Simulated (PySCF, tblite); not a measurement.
**C5H8BF3S: geometry, infrared bands and NMR shifts**

Wanted: the infrared bands and NMR shifts of C5H8BF3S (`CS/C(=C\F)[C@H](C)B(F)F`), by calculation.

Programs: tblite 0.8.0 and PySCF 2.14.0, with density-fitted response routines of our own. Each step states its level of theory. These are calculated values for one molecule in the gas phase, unless marked as measured. Atoms are numbered from 0 throughout.

## (1) The starting structure

18 atoms, charge 0, multiplicity 1; geometry from: force field or distance geometry start.

Bonds of the start (Å): C0–S1 1.80, S1–C2 1.76, C2–C3 1.34, C3–F4 1.34, C2–C5 1.51, C5–C6 1.52, C5–B7 1.59, B7–F8 1.44, B7–F9 1.47, C0–H10 1.12, C0–H11 1.12, C0–H12 1.12, C3–H13 1.07, C5–H14 1.10, C6–H15 1.12, C6–H16 1.12, C6–H17 1.12.

## (2) Optimising the geometry with GFN2-xTB

The job: settings as JSON, then the geometry in Å.

```
{"job": {"kind": "relax", "xc": "GFN2-xTB", "basis": "xTB"}, "charge": 0, "multiplicity": 1}
C      3.067200    -0.665800     0.098600
S      1.377300    -1.129200     0.528000
C      0.248800     0.179000     0.168800
C      0.600100     1.354800    -0.373300
F      1.869500     1.668700    -0.675600
C     -1.211800    -0.070200     0.477900
C     -1.717100    -1.271900    -0.304400
B     -2.051400     1.238100     0.151000
F     -2.652000     1.915900     1.264400
F     -2.840900     1.169200    -1.081900
H      3.830600    -1.345200     0.553100
H      3.225200    -0.573600    -1.010700
H      3.251900     0.331200     0.571100
H     -0.179600     2.063800    -0.546500
H     -1.293500    -0.259700     1.554300
H     -1.810700    -2.104900     0.442800
H     -0.999800    -1.518700    -1.131200
H     -2.722700    -0.975200    -0.698000
```

Run with:

```sh
$ OMP_NUM_THREADS=1 python probes_run.py task.json out
```

This one command runs all jobs of the session in turn.

**Question.** This job is followed by: GFN2-xTB harmonic vibrations, gas phase; GIAO PBE0/pcSseg-1 NMR shielding, non-relativistic, gas phase. Predict these results of the whole session: strongest single infrared mode (GFN2-xTB); zero-point energy (GFN2-xTB); ¹³C shifts against TMS (PBE0/pcSseg-1); ¹H shifts against TMS (PBE0/pcSseg-1, means over atoms taken as alike); ³³S shifts against CS2 (PBE0/pcSseg-1); ¹⁹F shifts against CFCl3 (PBE0/pcSseg-1, means over atoms taken as alike); ¹¹B shifts against BF3·OEt2 (PBE0/pcSseg-1); surface potential, 1st and 99th percentile.

As calculated:

| quantity | value |
| --- | --- |
| strongest single infrared mode (GFN2-xTB) | 1282 cm⁻¹, 359 km/mol |
| zero-point energy (GFN2-xTB) | 79.0 kcal/mol |
| ¹³C shifts against TMS (PBE0/pcSseg-1) | 154.3, 132.7, 27.5, 21.8, 20.9 ppm |
| ¹H shifts against TMS (PBE0/pcSseg-1, means over atoms taken as alike) | 6.78, 2.70, 1.52, 1.31 ppm |
| ³³S shifts against CS2 (PBE0/pcSseg-1) | 23 ppm |
| ¹⁹F shifts against CFCl3 (PBE0/pcSseg-1, means over atoms taken as alike) | -67.7, -152.5 ppm |
| ¹¹B shifts against BF3·OEt2 (PBE0/pcSseg-1) | 27.6 ppm |
| surface potential, 1st and 99th percentile | -0.77 V and 1.77 V |

What this shows: Over 171 steps the energy fell by 1.429 eV; of the close pairs, B7–F9 changed most, 1.466 to 1.316 Å. All 48 modes are real, so the xTB geometry is a minimum. The strongest single mode, at 1282 cm⁻¹, is spread over many atoms; the largest shares are those of B7, C5. GFN2-xTB is a fitted tight-binding method: band positions and strengths are rough. Its intensities can rank the bands wrongly. The most deshielded hydrogen is H13 (hydrogen on an alkene CH), at 6.78 ppm: attached to an sp2 carbon and in the plane of the double bond. At PBE0/pcSseg-1: The widest tensor belongs to S1: span 345 ppm, with a paramagnetic part of -577 ppm.
